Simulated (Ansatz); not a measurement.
# YSi2: one crystal by all-electron and frozen-core methods

Aim: solve YSi2 at one geometry with LAPW, all electrons, PAW with frozen cores and datasets made for this crystal, and see where they agree.

Method: DFT LDA, scalar-relativistic, in Ansatz 0.2.0.

## 1. The starting structure

The structure is hexagonal, space group P6/mmm (No. 191). The conventional cell has a = 4.075 Å, b = 4.075 Å, c = 3.990 Å, α = 90.00°, β = 90.00°, γ = 120.00°. Around Y (site symmetry 6/mmm) lie 12 Si at 3.08 Å. Around Si (site symmetry -6m2) lie 3 Si at 2.35 Å and 6 Y at 3.08 Å.

Structure file:

```cif
data_structure
_symmetry_space_group_name_H-M 'P 1'
_symmetry_Int_Tables_number 1
_cell_length_a 4.0755
_cell_length_b 4.0755
_cell_length_c 3.9901
_cell_angle_alpha 90.000
_cell_angle_beta 90.000
_cell_angle_gamma 120.000
_cell_volume 57.40
loop_
_atom_site_label
_atom_site_type_symbol
_atom_site_fract_x
_atom_site_fract_y
_atom_site_fract_z
_atom_site_occupancy
Y1 Y 0.00000 0.00000 0.00000 1
Si1 Si 0.33333 0.66667 0.50000 1
Si2 Si 0.66667 0.33333 0.50000 1
```

Structure from a Materials Project entry, not relaxed further.

Atoms are numbered in the order of the input: Y1, Si2, Si3.

## 2. LAPW, all electrons

File input.yaml:

```yaml
crystal:
  lattice:
    - [4.0754858592, 0.0, 0.0]
    - [-2.0377429296, 3.5294742868, 0.0]
    - [0.0, 0.0, 3.99013272]
  atoms:
    - { symbol: "Y", position: [0.0, 0.0, 0.0] }
    - { symbol: Si, position: [0.3333333333, 0.6666666667, 0.5] }
    - { symbol: Si, position: [0.6666666667, 0.3333333333, 0.5] }
kpoints:
  mp_grid: { grid: [10, 10, 9] }
  band_path:
    path:
      - [0.0, 0.0, 0.0]
      - [0.5, 0.0, 0.0]
      - [0.3333333333, 0.3333333333, 0.0]
      - [0.0, 0.0, 0.0]
      - [0.0, 0.0, 0.5]
      - [0.5, 0.0, 0.5]
      - [0.3333333333, 0.3333333333, 0.5]
      - [0.0, 0.0, 0.5]
      - [0.5, 0.0, 0.5]
    npoints: 14
scf:
  occupations: { method: fermi_dirac, width: 0.05 }
hamiltonian:
  xc: lda
  pseudopotentials: { kind: all_electron, lapw: { basis_error: 0.001 } }
output:
  forces: true
  stress: true
  eigenvalues: true
  populations: true
  dos: { projected: true, de: 0.2, e_range: [-14, 8] }
```

Command:

```bash
$ ansatz run input.yaml --threads 1 --pin off --max-ram 4096MiB --backend cpu --events-out ev --progress --plain --runs-dir out
```

## 3. PAW with frozen cores

Edit input.yaml of step 2 so:

```diff
@@ -27,3 +27,3 @@
   xc: lda
-  pseudopotentials: { kind: all_electron, lapw: { basis_error: 0.001 } }
+  pseudopotentials: { kind: paw }
 output:
@@ -32,3 +32,9 @@
   eigenvalues: true
+  efg: { contact_densities: true }
   populations: true
+  bader: true
   dos: { projected: true, de: 0.2, e_range: [-14, 8] }
+  write_density: true
+  write_potential: true
+  elf: true
+  volumetric_format: npy
```

## 4. Datasets made for this crystal

Edit input.yaml of step 3 so:

```diff
@@ -22,3 +22,3 @@
       - [0.5, 0.0, 0.5]
-    npoints: 14
+    npoints: 8
 scf:
@@ -27,3 +27,3 @@
   xc: lda
-  pseudopotentials: { kind: paw }
+  pseudopotentials: { kind: all_electron, datasets: crystal }
 output:
@@ -33,8 +33 @@
   efg: { contact_densities: true }
-  populations: true
-  bader: true
-  dos: { projected: true, de: 0.2, e_range: [-14, 8] }
-  write_density: true
-  write_potential: true
-  elf: true
-  volumetric_format: npy
```

(Steps that only read results are left out.)

**Question.** What will these runs give? Wanted: pressure; gap; Bader charges; highest ELF.

**Answer**, as computed:

```
           quantity                                              value
           pressure  LAPW -4.26, PAW -4.25, crystal datasets -4.26 GPa
         gap (LAPW)                                               none
Bader charges (PAW)                              Y1 +1.45, Si2 -0.72 e
  highest ELF (PAW)                               0.81, 1.00 Å from Si
```

At this geometry the cell is under tension of 4.3 GPa, so it would shrink if let go. With 53 electrons in the bands of a cell, and no spin, a band must be partly filled: it is a metal at this level. Si 3p carries the largest share, 40 %, of the projected states within 0.3 eV of the Fermi level. The projection holds only the free atom's occupied shells (Y 5s, Y 4d, Si 3s, Si 3p in this range). The field gradient at Y1, the largest by crystal datasets, is -2.60 by PAW and -2.59 by crystal datasets (10²¹ V/m²), within 5 %. No spin–orbit coupling: at heavy atoms the gradients can be off by tens of per cent for that reason. In pressure, PAW differs from LAPW by +0.01 GPa.
